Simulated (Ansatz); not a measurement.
# Ca: the cost of one run

Computed with Ansatz 0.2.0 (reference: DFT r2SCAN, plane waves, PAW, scalar-relativistic, no spin polarisation, unless a step's input says otherwise).

The COD cell was measured well above room temperature, so it is larger than a cold one.

**1. Starting point**

Symmetry: Im-3m, No. 229, cubic system. The conventional cell has a = 4.355 Å, b = 4.355 Å, c = 4.355 Å, α = 90.00°, β = 90.00°, γ = 90.00°. Ca (site symmetry m-3m) is surrounded by 8 Ca at 3.77 Å.

Structure file:

```xyz
1
Lattice="-2.1776 2.1776 2.1776 2.1776 -2.1776 2.1776 2.1776 2.1776 -2.1776" Properties=species:S:1:pos:R:3 pbc="T T T"
Ca    0.0000    0.0000    0.0000
```

**2. Reference**

File input.yaml:

```yaml
crystal:
  lattice:
    - [-2.17764069, 2.17764069, 2.17764069]
    - [2.17764069, -2.17764069, 2.17764069]
    - [2.17764069, 2.17764069, -2.17764069]
  atoms:
    - { symbol: Ca, position: [0.0, 0.0, 0.0] }
  symmetry: { tolerance: 0.0003 }
kpoints:
  mp_grid: { grid: [6, 6, 6], shift: [0, 0, 0] }
magnetization:
  spin_polarized: false
scf:
  occupations: { method: fermi_dirac }
hamiltonian:
  pseudopotentials: { kind: paw }
  xc: r2scan
basis:
  ecutwfc: 500
output:
  forces: true
  stress: true
  eigenvalues: true
  write_density: true
  write_potential: true
  elf: true
  volumetric_format: npy
relax:
  max_steps: 40
  cell: {}
```

Started as:

```
ansatz run input.yaml --threads 1 --pin off --max-ram 2560MiB --backend cpu --events-out ev --progress --plain --runs-dir out
```

**Question.** How long does this run take on 1 thread of Intel Xeon 6975P-C (Granite Rapids), shared host, and how much memory does it need?

About 4.6 s, with a peak of 0.45 GiB.
